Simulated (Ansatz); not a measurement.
**C2H7BGeO: one species, many methods**

Aim: compute C2H7BGeO with functionals from several rungs and with coupled cluster. The yardstick is the atomisation energy at the CCSD(T) limit.

Computed with Ansatz 0.2.0, Gaussian basis. Level: functionals in def2-TZVPP, the program's frozen cores in correlated methods.

The runs, in order: PBE-D4, r2SCAN-D4, PBE0-D4, B3LYP-D4, ωB97X-V, ωB97M-V, B2PLYP; CCSD(T)/def2-TZVPP; MP2/def2-QZVPP; extrapolation to the limit.

**1. Structure used throughout**

An earlier PBE0-D4 in a triple-zeta def2 set relaxation fixed the geometry.

12 atoms, charge 0, spin multiplicity 1.

Atoms are counted from 1 here; the program's logs count them from 0.

Bond lengths: B1–C2 1.592 Å, B1–Ge5 2.087 Å, B1–H6 1.207 Å, B1–H7 1.207 Å, C2–C3 1.479 Å, C2–O4 1.270 Å, C3–H8 1.094 Å, C3–H9 1.094 Å, C3–H10 1.090 Å, O4–Ge5 1.991 Å, Ge5–H11 1.548 Å, Ge5–H12 1.548 Å. Angles: C2–B1–Ge5 81.2°, C2–B1–H6 113.2°, C2–B1–H7 113.2°, Ge5–B1–H6 115.9°, Ge5–B1–H7 116.0°, H6–B1–H7 113.5°, B1–C2–C3 129.0°, B1–C2–O4 113.4°, C3–C2–O4 117.6°, C2–C3–H8 108.6°, C2–C3–H9 108.6°, C2–C3–H10 112.3°, H8–C3–H9 106.0°, H8–C3–H10 110.6°, H9–C3–H10 110.5°, C2–O4–Ge5 93.4°, B1–Ge5–O4 72.0°, B1–Ge5–H11 127.3° and more.

**2. PBE-D4 (GGA)**

The input, in.yaml:

```yaml
crystal:
  periodic: [false, false, false]
  atoms:
    - {symbol: B, position_ang: [-0.846692, 0.879826, -0.155268]}
    - {symbol: C, position_ang: [0.302829, -0.119713, 0.306471]}
    - {symbol: C, position_ang: [1.108407, -0.102125, 1.547188]}
    - {symbol: O, position_ang: [0.531821, -1.046566, -0.531778]}
    - {symbol: Ge, position_ang: [-0.854171, -0.397666, -1.805305]}
    - {symbol: H, position_ang: [-1.825215, 0.836155, 0.549336]}
    - {symbol: H, position_ang: [-0.449262, 2.001099, -0.357350]}
    - {symbol: H, position_ang: [0.430310, -0.141701, 2.404471]}
    - {symbol: H, position_ang: [1.623516, 0.860506, 1.614298]}
    - {symbol: H, position_ang: [1.824795, -0.922866, 1.587658]}
    - {symbol: H, position_ang: [-1.725166, -1.660805, -2.010606]}
    - {symbol: H, position_ang: [-0.044072, -0.241145, -3.115116]}
basis:
  gaussian: {orbitals: def2-TZVPP}
hamiltonian: {xc: pbe, dispersion: d4}
output: {forces: true, orbitals: {seedname: orbitals}}
```

Started as:

```bash
ansatz run in.yaml --threads 4 --pin off --events-out ev --progress --plain --max-ram 10444MiB
```

The runs that follow: r2SCAN-D4 (meta-GGA); PBE0-D4 (hybrid); B3LYP-D4 (hybrid); ωB97X-V (range-separated); ωB97M-V (range-separated); B2PLYP (double hybrid); CCSD(T) in def2-TZVPP; MP2 in def2-QZVPP.

Before running them: what should the planned runs give, taken together? Wanted: atomisation energy, CCSD(T)/CBS; farthest; mean size of error, hybrid; mean size of error, range-separated; gap, smallest and largest; T1 diagnostic; triples share of the correlation energy.

The runs gave:

| quantity | value |
| --- | --- |
| atomisation energy, CCSD(T)/CBS | 45.173 eV |
| functionals within 0.452 eV (1.0 %) | r2SCAN-D4, PBE0-D4, B3LYP-D4, ωB97X-V, ωB97M-V, B2PLYP |
| farthest | PBE-D4 (+1.129 eV) |
| mean size of error, hybrid | 0.182 eV |
| mean size of error, range-separated | 0.217 eV |
| gap, smallest and largest | 3.73 eV (PBE-D4), 10.52 eV (ωB97X-V) |
| T1 diagnostic | 0.0153 |
| triples share of the correlation energy | 4.1 % |

In words: PBE-D4 is off by +1.129 eV. Double hybrids carry the basis error of their MP2 part in triple zeta, and no dispersion term here, so their miss is partly the set-up's. Misses under about 0.452 eV are within the doubt on the reference itself, which lacks core-valence correlation, relativity and higher excitations, and its outer-core shells are covered unevenly. Hartree-Fock recovers 73 % of the binding; the rest is correlation. The gap grows from 3.7 to 10.5 eV across the functionals, mostly with the share of exact exchange. Correlated methods include outer-core shells of Ge, which these sets cover unevenly.
